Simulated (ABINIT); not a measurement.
Runs of ABINIT 10.8.3 (patched build) on TaAs. Symmetry: I4_1md, No. 109, tetragonal system. The conventional cell has a = 3.444 Å, b = 3.444 Å, c = 11.736 Å, α = 90.00°, β = 90.00°, γ = 90.00°. Ta (site symmetry 2mm) has 6 As at 2.61 to 2.62 Å as nearest neighbours. Around As (site symmetry 2mm) lie 6 Ta at 2.61 to 2.62 Å. The cell is a database's computed one.

```csv
task,level,potentials or basis,cell,k mesh,cutoff (eV),cell freedom (optcell),optimiser (ionmov),cutoff smearing ecutsm (Ha),force stop (Ha/bohr),fine-grid cutoff,gap on the mesh (eV),pressure (GPa),largest force (eV/Å)
relaxation of cell and atoms,PBE,JTH PAW PBE v2.0 sp,relaxed,8 × 8 × 8,517,2,2,0.5,2e-05,1034.03 eV,none,0.0,-
single point,LDA,PseudoDojo NC SR LDA v0.4.1 standard,as given,8 × 8 × 8,1088,-,-,-,-,-,none,-8.4,0.02
positron lifetime,PBE,JTH PAW PBE v2.0 sp,as given,8 × 8 × 8,517,-,-,-,-,1034.03 eV,none,(a),0.02
optical spectrum,PBEsol,PseudoDojo NC SR PBEsol v0.4.1 standard,as given,12 × 12 × 12,1034,-,-,-,-,-,none,-4.7,0.02
single point,PBEsol,PseudoDojo NC SR PBEsol v0.4.1 standard,as given,8 × 8 × 8,1034,-,-,-,-,-,none,-4.7,0.02
```

Alike in all rows: no spin polarisation; smearing fermi-dirac 0.05 eV.

Q: Estimate the missing entries.

A: (a) 2.6.

Caveats: this set keeps more shells in the core, which shifts pressures and gaps (some runs); the PAW basis is incomplete for the positron (some runs); the intraband (Drude) term is left out (some runs); spectra need much finer meshes, so this one isn't converged (some runs).

A k mesh can miss the band edges, and the runs leave out spin-orbit coupling on As, Ta.

A gap of «none» marks a metal or a gap under the smearing width.

Not every run made on this cell is shown here.
